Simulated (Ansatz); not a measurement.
# C2H5NSi: rigid scan of one bond length, by script

Computed with Ansatz 0.2.0 through its Python package. Level of theory: r2SCAN/cc-pVDZ.

## (1) The system

Bond lengths: C1–N2 1.255 Å, N2–C3 1.467 Å, C1–Si4 1.752 Å, C3–Si4 1.754 Å, C1–H5 1.160 Å, C3–H6 1.102 Å, C3–H7 1.132 Å, Si4–H8 1.493 Å, Si4–H9 1.562 Å. Angles (14 of 16 angles, heavy atoms first): C1–N2–C3 96.7°, N2–C1–Si4 100.0°, N2–C3–Si4 92.1°, C1–Si4–C3 71.1°, N2–C1–H5 124.7°, Si4–C1–H5 135.2°, N2–C3–H6 112.3°, N2–C3–H7 112.8°, Si4–C3–H6 117.1°, Si4–C3–H7 117.5°, C1–Si4–H8 114.3°, C1–Si4–H9 116.8°, C3–Si4–H8 118.0°, C3–Si4–H9 118.4°.

No structure file is read: the coordinates are typed or built in the script.

## (2) Script

c2h5nsi_scan.py

```python
"""Potential curve of C2H5NSi along one bond."""

import ansatz as az
import matplotlib.pyplot as plt
import numpy as np

GEOMETRY = """
C    -0.66490    0.44280   -0.93340
N     0.53730    0.77640   -1.07110
C     1.04480    0.08770    0.12030
Si   -0.55920   -0.46860    0.55950
H    -1.52730    0.77920   -1.63250
H     1.79260   -0.68310   -0.12880
H     1.57120    0.78530    0.83990
H    -0.86130   -1.92350    0.41360
H    -1.24460    0.15740    1.81530
"""

system = az.Crystal.molecule()
for line in GEOMETRY.strip().splitlines():
    symbol, *xyz = line.split()
    system = system.atom(symbol, [float(v) for v in xyz])

symbols = [site.symbol for site in system.cartesian_sites]
start = np.array([site.position_ang for site in system.cartesian_sites])
axis = (start[5] - start[2]) / np.linalg.norm(start[5] - start[2])
moving = [5]
lengths, energies = [0.97, 1.014, 1.058, 1.102, 1.147, 1.191, 1.235, 1.301], []
for length in lengths:
    xyz = start.copy()
    xyz[moving] += (length - np.linalg.norm(start[5] - start[2])) * axis
    point = az.Crystal.molecule()
    for symbol, place in zip(symbols, xyz):
        point = point.atom(symbol, place.tolist())
    calculation = (
        point.calculation()
        .basis(gaussian="cc-pVDZ")
        .functional("r2scan")
    )
    data = calculation.run(threads=1, backend="cpu").report
    energies.append(data["free_energy_ev"])
    print(f"r = {length:6.3f} A  E = {energies[-1]:.5f} eV  <S^2> = {abs(data['mean_field']['state']['spin_squared']):.3f}")

# quartic fit about the minimum
fit = np.polynomial.Polynomial.fit(lengths, np.array(energies) - min(energies), 4).convert()
roots = [r.real for r in fit.deriv().roots() if abs(r.imag) < 1e-9 and fit.deriv(2)(r.real) > 0]
r_e = min(roots, key=lambda r: abs(r - lengths[int(np.argmin(energies))]))
print(f"minimum of the fit at {r_e:.4f} A, force constant {fit.deriv(2)(r_e):.2f} eV/A^2")
plt.figure(figsize=(4.5, 3))
plt.plot(lengths, np.array(energies) - min(energies), "o-")
plt.xlabel("bond length (A)")
plt.ylabel("E - E(min) (eV)")
plt.tight_layout()
plt.savefig("scan.png", dpi=100)
```

## (3) The run

Started as:

```bash
> python c2h5nsi_scan.py
```

What time and memory should one allow on 1 thread of Arm Neoverse V1, shared host?

About 34 s, with a peak of 0.24 GiB.
